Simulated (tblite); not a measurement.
# C3H13NOSi3: the cost of one run

The runs use tblite 0.8.0 and PySCF 2.14.0, with density-fitted response routines of our own; the level of theory stands in each step. All values are computed, except where a source is named. Atoms are numbered from 0 throughout.

## (1) The molecule as given

21 atoms, charge 0, multiplicity 1; geometry from: force field or distance geometry start.

Bonds of the start (Å): N0–Si1 1.78, Si1–Si2 2.21, Si1–C3 1.83, C3–O4 1.24, C3–C5 1.47, C5–C6 1.52, C6–Si7 1.88, N0–H8 1.04, N0–H9 1.02, Si1–H10 1.47, Si2–H11 1.48, Si2–H12 1.48, Si2–H13 1.45, C5–H14 1.11, C5–H15 1.14, C6–H16 1.11, C6–H17 1.12, Si7–H18 1.47, Si7–H19 1.48, Si7–H20 1.48.

## (2) Relaxing the molecule with GFN2-xTB

What the job is given:

```
{"job": {"kind": "relax", "xc": "GFN2-xTB", "basis": "xTB"}, "charge": 0, "multiplicity": 1}
N     -2.247300    -1.746900    -1.198500
Si    -1.579400    -0.954500     0.253000
Si    -2.943500     0.691500     0.809700
C      0.108700    -0.385000    -0.181200
O      0.874700    -1.103900    -0.833300
C      0.546500     0.938900     0.285300
C      1.969400     1.177900    -0.199600
Si     3.181100    -0.097600     0.459400
H     -2.043500    -2.765200    -1.129000
H     -1.830400    -1.388400    -2.059700
H     -1.525100    -1.959500     1.319100
H     -3.450200     1.284400    -0.453500
H     -4.141200     0.087800     1.446200
H     -2.369100     1.659400     1.719900
H     -0.096700     1.775600    -0.061000
H      0.609600     0.956700     1.427700
H      2.340000     2.196100     0.057700
H      1.939500     1.025400    -1.309200
H      2.644000    -0.866000     1.586000
H      3.545200    -1.077600    -0.589400
H      4.458600     0.567900     0.804500
```

On the command line:

```
$ OMP_NUM_THREADS=1 python probes_run.py task.json out
```

One launch serves the whole session: the jobs run in the order shown.

**Question.** How long does this first job take on 1 thread of Arm Neoverse V1, shared host, and how much memory does it need?

About 2.6 s, with a peak of 0.18 GiB.
